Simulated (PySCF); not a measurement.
# C9H9BO2: the cost of one run

The runs use PySCF 2.14.0, with density-fitted response routines of our own; the level of theory stands in each step. All values are computed, except where a source is named. Atoms count from 0, in the outputs and in this text.

## Step 1: Starting geometry

21 atoms, charge 0, multiplicity 1; geometry from: GFN2-xTB. The atoms were then displaced at random by about 0.01 Å, so the start is not that level's minimum.

Bonds of the start (Å): C0–C1 1.47, C1–C2 1.38, C2–C3 1.43, C3–C4 1.38, C4–C5 1.42, C5–C6 1.22, C6–B7 1.53, B7–O8 1.33, B7–O9 1.37, C4–C10 1.38, C10–C11 1.37, C11–C1 1.39, C0–H12 1.09, C0–H13 1.10, C0–H14 1.12, C2–H15 1.08, C3–H16 1.07, O8–H17 0.95, O9–H18 0.96, C10–H19 1.07, C11–H20 1.10.

## Step 2: Relaxing the molecule at PBE0-D3(BJ)/def2-SVP

What the job is given:

```
{"job": {"xc": "PBE0", "basis": "def2-SVP", "d3": "d3bj", "grid": 1, "shake": 0.01, "kind": "geom"}, "charge": 0, "multiplicity": 1}
C     -4.054120    -0.670910    -0.557300
C     -2.608030    -0.465070    -0.358560
C     -2.112150    -0.174600     0.896250
C     -0.705360     0.020970     1.094370
C      0.139730    -0.082490     0.009160
C      1.526170     0.120690     0.207660
C      2.725970     0.276310     0.375200
B      4.228620     0.490580     0.575410
O      5.024320     0.383990    -0.483660
O      4.650100     0.763990     1.845030
C     -0.372490    -0.368020    -1.239460
C     -1.713410    -0.553090    -1.420020
H     -4.297170    -1.312200    -1.399680
H     -4.560880    -1.037380     0.343450
H     -4.546670     0.301730    -0.792600
H     -2.767520    -0.084030     1.753640
H     -0.347780     0.251040     2.079090
H      5.953200     0.519810    -0.349500
H      5.593380     0.886290     1.945890
H      0.291190    -0.435310    -2.079280
H     -2.118280    -0.778930    -2.422080
```

The run is started by

```
> OMP_NUM_THREADS=1 python probes_run.py task.json out
```

This one command runs all jobs of the session in turn.

**Question.** How long does this first job take on 1 thread of Arm Neoverse V1, shared host, and how much memory does it need?

About 3 min, with a peak of 0.96 GiB.
